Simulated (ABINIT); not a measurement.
# WAu (I-4m2) in ABINIT: notebook

Runs on WAu. Level: PBE. Tasks: relaxation of the atoms.

Program: ABINIT 10.8.3 (patched build). These are calculated values, not measurements. Logs are shortened: lines on timing, memory, paths and dates and some standing lists are left out, and cuts for length are marked. The log counts tension as positive stress, the text compression.

**1. The cell of the first run**

The typed cell holds 2 atoms: a = 4.156 Å, b = 4.156 Å, c = 4.197 Å, α = 59.67°, β = 59.67°, γ = 60.65°.

The cell was built by a generator and needn't be a form met in nature.

**2. Relaxation of the atoms, PBE, 25.62 Å³/atom (biaxial strain of 2 %)**

run.abi reads:

```
pp_dirpath "./"
pseudos "W.GGA_PBE-JTH.xml, Au.GGA_PBE-JTH.xml"

acell 3*1.0
rprim
     0.0000000000     5.6075623418     5.4976101390
     5.6075623418     0.0000000000     5.4976101390
     5.6075623418     5.6075623418     0.0000000000
ntypat 2
znucl 74 79
natom 2
typat 1 2
xcart
     0.0000000000     0.0000000000     0.0000000000
     8.4113435127     8.4113435127     8.2464152085
chkprim 0
chksymtnons 0
tolsym 1.0e-6

ecut 544.227725 eV
pawecutdg 40.0
pawxcdev 0
pawovlp -1

kptopt 1
ngkpt 5 5 5
nshiftk 1
shiftk 0.0 0.0 0.0

ixc 11

nband 17
occopt 3
tsmear 0.05 eV

nstep 100
tolvrs 1.0e-9

iomode 3
prtwf 0
prtden 0
prteig 0
prtebands 0
enunit 2
prtvol 2

ionmov 3
ntime 60
tolmxf 5.0e-5
```

Potentials or basis: JTH PAW PBE v2.0.

Run with:

```sh
> abinit run.abi > log 2>&1
```

run.abo:

```text
.Version 10.8.3 of ABINIT
 Symmetries : space group I-4 m 2 (#119); Bravais tI (body-center tetrag.)
================================================================================
 Values of the parameters that define the memory need of the present run
     intxc =       0    ionmov =       3      iscf =      17    lmnmax =      18
     lnmax =       6     mgfft =      32  mpssoang =       3    mqgrid =    3001
     natom =       2  nloc_mem =       2    nspden =       1   nspinor =       1
    nsppol =       1      nsym =       8    n1xccc =       1    ntypat =       2
    occopt =       3   xclevel =       2
       mpw =        1490          nfft =       32768          nkpt =          18
 PAW method is used; the additional fine FFT grid is defined by:
   mgfftf=        48    nfftf =    110592
================================================================================
================================================================================

--------------------------------------------------------------------------------
------------- Echo of variables that govern the present computation ------------
--------------------------------------------------------------------------------
 -outvars: echo values of preprocessed input variables --------
            acell      1.0000000000E+00  1.0000000000E+00  1.0000000000E+00 Bohr
              amu      1.83850000E+02  1.96966540E+02
          chkprim           0
      chksymtnons           0
             ecut      2.00000000E+01 Hartree
           enunit           2
           ionmov           3
              ixc          11
         kptrlatt        5    0    0      0    5    0      0    0    5
          kptrlen      3.92646382E+01
            natom           2
            nband          17
            ngfft          32      32      32
          ngfftdg          48      48      48
             nkpt          18
            nstep         100
             nsym           8
            ntime          60
           ntypat           2
           occopt           3
        pawecutdg      4.00000000E+01 Hartree
          pawovlp     -1.0000000000E+00
         pawxcdev           0
           prtden           0
        prtebands           0
           prteig           0
           prtvol           2
            prtwf           0
            rprim      0.0000000000E+00  5.6075623418E+00  5.4976101390E+00
                       5.6075623418E+00  0.0000000000E+00  5.4976101390E+00
                       5.6075623418E+00  5.6075623418E+00  0.0000000000E+00
          spgroup         119
           tolsym      1.00000000E-06
           tolvrs      1.00000000E-09
           tsmear      1.83746611E-03 Hartree
            typat      1  2
           useylm           1
           xangst      0.0000000000E+00  0.0000000000E+00  0.0000000000E+00
                       4.4510912970E+00  4.4510912970E+00  4.3638149970E+00
            xcart      0.0000000000E+00  0.0000000000E+00  0.0000000000E+00
                       8.4113435127E+00  8.4113435127E+00  8.2464152085E+00
             xred      0.0000000000E+00  0.0000000000E+00  0.0000000000E+00
                       7.5000000000E-01  7.5000000000E-01  7.5000000000E-01
            znucl       74.00000   79.00000

================================================================================

 chkinp: Checking input parameters for consistency.

================================================================================
== DATASET  1 ==================================================================

--- !DatasetInfo
iteration_state: {dtset: 1, }
dimensions: {natom: 2, nkpt: 18, mband: 17, nsppol: 1, nspinor: 1, nspden: 1, mpw: 1490, }
cutoff_energies: {ecut:  20.0, pawecutdg:  40.0, }
electrons: {nelect:   2.50000000E+01, charge:   0.00000000E+00, occopt:   3.00000000E+00, tsmear:   1.83746611E-03, }
meta: {optdriver: 0, ionmov: 3, optcell: 0, iscf: 17, paral_kgb: 0, }
...

 Exchange-correlation functional for the present dataset will be:
  GGA: Perdew-Burke-Ernzerhof functional - ixc=11
  J.P.Perdew, K.Burke, M.Ernzerhof, PRL 77, 3865 (1996)

 Real(R)+Recip(G) space primitive vectors, cartesian coordinates (Bohr,Bohr^-1):
 R(1)=  0.0000000  5.6075623  5.4976101  G(1)= -0.0891653  0.0891653  0.0909486
 R(2)=  5.6075623  0.0000000  5.4976101  G(2)=  0.0891653 -0.0891653  0.0909486
 R(3)=  5.6075623  5.6075623  0.0000000  G(3)=  0.0891653  0.0891653 -0.0909486
 Unit cell volume ucvol=  3.4574201E+02 bohr^3
 Angles (23,13,12)=  5.96735766E+01  5.96735766E+01  6.06528468E+01 degrees

 Coarse grid specifications (used for wave-functions):

 getcut: wavevector=  0.0000  0.0000  0.0000  ngfft=  32  32  32
         ecut(hartree)=     20.000   => boxcut(ratio)=   2.00438

 Fine grid specifications (used for densities):

 getcut: wavevector=  0.0000  0.0000  0.0000  ngfft=  48  48  48
         ecut(hartree)=     40.000   => boxcut(ratio)=   2.12597

--- Pseudopotential description ------------------------------------------------
- pspini: atom type   1  psp file is ./W.GGA_PBE-JTH.xml
 Pseudopotential format is: paw10
[... 187 lines left out ...]
  6.20E-14 2.36E-13 1.10E-13 1.32E-13 1.68E-13 1.82E-13 2.84E-13 2.38E-13
  9.47E-12
 reduced coordinates (array xred) for    2 atoms
       0.000000000000      0.000000000000      0.000000000000
       0.750000000000      0.750000000000      0.750000000000
 rms dE/dt=  8.7619E-29; max dE/dt=  2.0195E-28; dE/dt below (all hartree)
    1       0.000000000000     -0.000000000000      0.000000000000
    2      -0.000000000000     -0.000000000000     -0.000000000000

 cartesian coordinates (angstrom) at end:
    1      0.00000000000000     0.00000000000000     0.00000000000000
    2      4.45109129697796     4.45109129697796     4.36381499702165

 cartesian forces (hartree/bohr) at end:
    1      0.00000000000000    -0.00000000000000    -0.00000000000000
    2     -0.00000000000000     0.00000000000000     0.00000000000000
 frms,max,avg= 1.1999640E-29 1.3856787E-29   0.000E+00  0.000E+00  0.000E+00 h/b

 cartesian forces (eV/Angstrom) at end:
    1      0.00000000000000    -0.00000000000000    -0.00000000000000
    2     -0.00000000000000     0.00000000000000     0.00000000000000
 frms,max,avg= 6.1704630E-28 7.1254466E-28   0.000E+00  0.000E+00  0.000E+00 e/A
 length scales=  1.000000000000  1.000000000000  1.000000000000 bohr
              =  0.529177210544  0.529177210544  0.529177210544 angstroms
 Fermi (or HOMO) energy (hartree) =   0.15135   Average Vxc (hartree)=  -0.36910
 Eigenvalues (hartree) for nkpt=  18  k points:
 kpt#   1, nband= 17, wtk=  0.00800, kpt=  0.0000  0.0000  0.0000 (reduced coord)
  -2.58401   -1.26690   -1.26690   -1.26674   -0.11709   -0.05252   -0.04985   -0.04965
  -0.04875   -0.04875    0.12434    0.12434    0.12754    0.20235    0.20278    0.45286
   0.55096
      occupation numbers for kpt#   1
   2.00000    2.00000    2.00000    2.00000    2.00000    2.00000    2.00000    2.00000
   2.00000    2.00000    2.00000    2.00000    2.00000    0.00000    0.00000    0.00000
   0.00000
 kpt#   2, nband= 17, wtk=  0.06400, kpt=  0.2000  0.0000  0.0000 (reduced coord)
  -2.58400   -1.26702   -1.26690   -1.26676   -0.09743   -0.05668   -0.05625   -0.05010
  -0.04218   -0.04142    0.10773    0.12923    0.13171    0.19942    0.19956    0.38326
   0.47565
      occupation numbers for kpt#   2
   2.00000    2.00000    2.00000    2.00000    2.00000    2.00000    2.00000    2.00000
   2.00000    2.00000    2.00000    1.99999    1.99995    0.00000    0.00000    0.00000
   0.00000
 kpt#   3, nband= 17, wtk=  0.06400, kpt=  0.4000  0.0000  0.0000 (reduced coord)
[... 112 lines left out ...]
  -2.58398   -1.26734   -1.26694   -1.26676   -0.06928   -0.06188   -0.05283   -0.04679
  -0.02899    0.00491    0.07227    0.15182    0.18289    0.19399    0.20565    0.23004
   0.26426
      occupation numbers for kpt#  17
   2.00000    2.00000    2.00000    2.00000    2.00000    2.00000    2.00000    2.00000
   2.00000    2.00000    2.00000    0.87391    0.00000    0.00000    0.00000    0.00000
   0.00000
 kpt#  18, nband= 17, wtk=  0.06400, kpt= -0.4000  0.2000  0.4000 (reduced coord)
  -2.58398   -1.26726   -1.26702   -1.26673   -0.06669   -0.06328   -0.05840   -0.03799
  -0.03533   -0.00430    0.09163    0.12723    0.16971    0.19554    0.21708    0.23412
   0.27365
      occupation numbers for kpt#  18
   2.00000    2.00000    2.00000    2.00000    2.00000    2.00000    2.00000    2.00000
   2.00000    2.00000    2.00000    2.00000    0.00009    0.00000    0.00000    0.00000
   0.00000
 Fermi (or HOMO) energy (eV) =   4.11845   Average Vxc (eV)= -10.04365
 Eigenvalues (   eV  ) for nkpt=  18  k points:
 kpt#   1, nband= 17, wtk=  0.00800, kpt=  0.0000  0.0000  0.0000 (reduced coord)
 -70.31444  -34.47422  -34.47422  -34.46973   -3.18612   -1.42923   -1.35638   -1.35091
  -1.32646   -1.32646    3.38350    3.38350    3.47044    5.50624    5.51803   12.32295
  14.99237
 kpt#   2, nband= 17, wtk=  0.06400, kpt=  0.2000  0.0000  0.0000 (reduced coord)
 -70.31426  -34.47727  -34.47421  -34.47034   -2.65125   -1.54226   -1.53059   -1.36321
  -1.14777   -1.12713    2.93139    3.51657    3.58395    5.42639    5.43030   10.42910
  12.94303
 kpt#   3, nband= 17, wtk=  0.06400, kpt=  0.4000  0.0000  0.0000 (reduced coord)
 -70.31396  -34.48296  -34.47417  -34.47039   -1.94736   -1.47069   -1.45017   -1.16481
  -1.15828   -0.92036    2.40815    3.77553    3.84356    5.35930    5.39510    6.65296
  11.75553
 kpt#   4, nband= 17, wtk=  0.01600, kpt=  0.2000  0.2000  0.0000 (reduced coord)
 -70.31420  -34.47468  -34.47432  -34.47432   -2.43662   -1.72679   -1.31402   -1.31402
  -1.21709   -1.10423    2.67315    3.73159    3.73159    5.18544    5.44601   11.55367
  11.64687
 kpt#   5, nband= 17, wtk=  0.06400, kpt=  0.4000  0.2000  0.0000 (reduced coord)
[... 40 lines left out ...]
 -70.31378  -34.48369  -34.47405  -34.47326   -1.80194   -1.71991   -1.58167   -1.02330
  -0.93787   -0.13811    2.48503    3.48802    4.64685    5.24980    5.87265    6.41932
   7.50921
 kpt#  16, nband= 17, wtk=  0.03200, kpt=  0.4000  0.0000  0.4000 (reduced coord)
 -70.31380  -34.48688  -34.47386  -34.46948   -1.96563   -1.47113   -1.38404   -1.35892
  -0.81011   -0.42161    1.75737    4.60758    4.98145    5.04094    5.28484    7.36910
   8.24813
 kpt#  17, nband= 17, wtk=  0.06400, kpt= -0.4000  0.0000  0.4000 (reduced coord)
 -70.31374  -34.48603  -34.47515  -34.47026   -1.88512   -1.68374   -1.43763   -1.27320
  -0.78882    0.13350    1.96647    4.13112    4.97668    5.27881    5.59597    6.25962
   7.19091
 kpt#  18, nband= 17, wtk=  0.06400, kpt= -0.4000  0.2000  0.4000 (reduced coord)
 -70.31378  -34.48385  -34.47726  -34.46959   -1.81465   -1.72192   -1.58927   -1.03388
  -0.96146   -0.11690    2.49343    3.46213    4.61798    5.32093    5.90692    6.37066
   7.44634
 Total charge density [el/Bohr^3]
)     Maximum=    1.5728E+00  at reduced coord.    0.0000    0.0000    0.0000
)Next maximum=    1.5363E+00  at reduced coord.    0.0000    0.0208    0.9792
)     Minimum=    3.9475E-03  at reduced coord.    0.5000    0.5000    0.5000
)Next minimum=    3.9812E-03  at reduced coord.    0.5000    0.5000    0.4792
   Integrated=    2.5000E+01

--- !EnergyTerms
iteration_state     : {dtset: 1, itime: 1, icycle: 1, }
comment             : Components of total free energy in Hartree
kinetic             :  1.51774741501844E+01
hartree             :  2.45604473940356E+01
xc                  : -1.05664237270705E+01
Ewald energy        : -7.63147413517203E+01
psp_core            :  5.94906578928517E+00
local_psp           : -6.81934744224621E+01
PAW spherical_terms :  6.34129961484447E+00
internal            : -1.03046352552903E+02
'-kT*entropy'       : -7.28483263148565E-04
total_energy        : -1.03047081036167E+02
total_energy_eV     : -2.80405392359603E+03
...

--- !EnergyTermsDC
iteration_state     : {dtset: 1, itime: 1, icycle: 1, }
comment             : '"Double-counting" decomposition of free energy'
band_energy         : -1.27527225124777E+01
Ewald energy        : -7.63147413517203E+01
psp_core            :  5.94906578928517E+00
xc_dc               : -2.74577331347461E+01
PAW spherical_terms :  7.52975913175058E+00
internal            : -1.03046372077908E+02
'-kT*entropy'       : -7.28483263148565E-04
total_energy_dc     : -1.03047100561171E+02
total_energy_dc_eV  : -2.80405445489848E+03
...

--- !EnergyTermsWithPAWCore
iteration_state     : {dtset: 1, itime: 1, icycle: 1, }
comment             : 'Components of total free energy, including PAW core contributions'
Total energy        : -3.51547796088728E+04
Total energy DC     : -3.51547796283978E+04
Total energy (eV)   : -9.56610286329374E+05
Total energy DC (eV): -9.56610286860677E+05
...

 Cartesian components of stress tensor (hartree/bohr^3)
  sigma(1 1)=  1.53741477E-04  sigma(3 2)=  0.00000000E+00
  sigma(2 2)=  1.53741477E-04  sigma(3 1)=  0.00000000E+00
  sigma(3 3)=  1.55377860E-04  sigma(2 1)=  0.00000000E+00

-Cartesian components of stress tensor (GPa)         [Pressure= -4.5393E+00 GPa]
- sigma(1 1)=  4.52323041E+00  sigma(3 2)=  0.00000000E+00
- sigma(2 2)=  4.52323041E+00  sigma(3 1)=  0.00000000E+00
- sigma(3 3)=  4.57137445E+00  sigma(2 1)=  0.00000000E+00

== END DATASET(S) ==============================================================
================================================================================

 -outvars: echo values of variables after computation  --------
            acell      1.0000000000E+00  1.0000000000E+00  1.0000000000E+00 Bohr
           etotal     -1.0304710056E+02
            fcart      1.2731363036E-29 -1.3856787393E-29 -8.8247337378E-30
                      -1.2731363036E-29  1.3856787393E-29  8.8247337378E-30
            rprim      0.0000000000E+00  5.6075623418E+00  5.4976101390E+00
                       5.6075623418E+00  0.0000000000E+00  5.4976101390E+00
                       5.6075623418E+00  5.6075623418E+00  0.0000000000E+00
           strten      1.5374147675E-04  1.5374147675E-04  1.5537785954E-04
                       0.0000000000E+00  0.0000000000E+00  0.0000000000E+00
           xangst      0.0000000000E+00  0.0000000000E+00  0.0000000000E+00
                       4.4510912970E+00  4.4510912970E+00  4.3638149970E+00
             xred      0.0000000000E+00  0.0000000000E+00  0.0000000000E+00
                       7.5000000000E-01  7.5000000000E-01  7.5000000000E-01
 Calculation completed.
```

It took 21 s on 1 thread of Arm Neoverse V2, shared host; peak memory 0.13 GiB.

Results:

| Quantity | Value |
| --- | --- |
| Free energy | -2804.0545 eV |
| Pressure after relaxing | -4.5 GPa |
| Band gap on the k mesh | none (metal or under the smearing width) |

Caveat: the k mesh is coarse (spacing up to 0.37 Å⁻¹), so the values aren't converged; the relaxation stopped at its first step, so nothing moved; the atomic spheres overlap.

**3. Relaxation of the atoms, PBE, 26.63 Å³/atom (biaxial strain of 4 %)**

Changes to run.abi since step 2:

```diff
@@ -5,5 +5,5 @@
 rprim
-     0.0000000000     5.6075623418     5.4976101390
-     5.6075623418     0.0000000000     5.4976101390
-     5.6075623418     5.6075623418     0.0000000000
+     0.0000000000     5.7175145446     5.4976101390
+     5.7175145446     0.0000000000     5.4976101390
+     5.7175145446     5.7175145446     0.0000000000
 ntypat 2
@@ -14,3 +14,3 @@
      0.0000000000     0.0000000000     0.0000000000
-     8.4113435127     8.4113435127     8.2464152085
+     8.5762718169     8.5762718169     8.2464152085
 chkprim 0
```

Potentials or basis: JTH PAW PBE v2.0.

Run with:

```sh
> abinit run.abi > log 2>&1
```

Run time: 26 s. Hardware: 1 thread of Arm Neoverse V2, shared host; peak memory 0.13 GiB.

It converged, with:

| Property | Result |
| --- | --- |
| Free energy | -2803.9746 eV |
| Pressure after relaxing | -8.2 GPa |
| Band gap on the k mesh | none (metal or under the smearing width) |

Caveat: the k mesh is coarse (spacing up to 0.36 Å⁻¹), so the values aren't converged; the relaxation stopped at its first step, so nothing moved; the atomic spheres overlap.
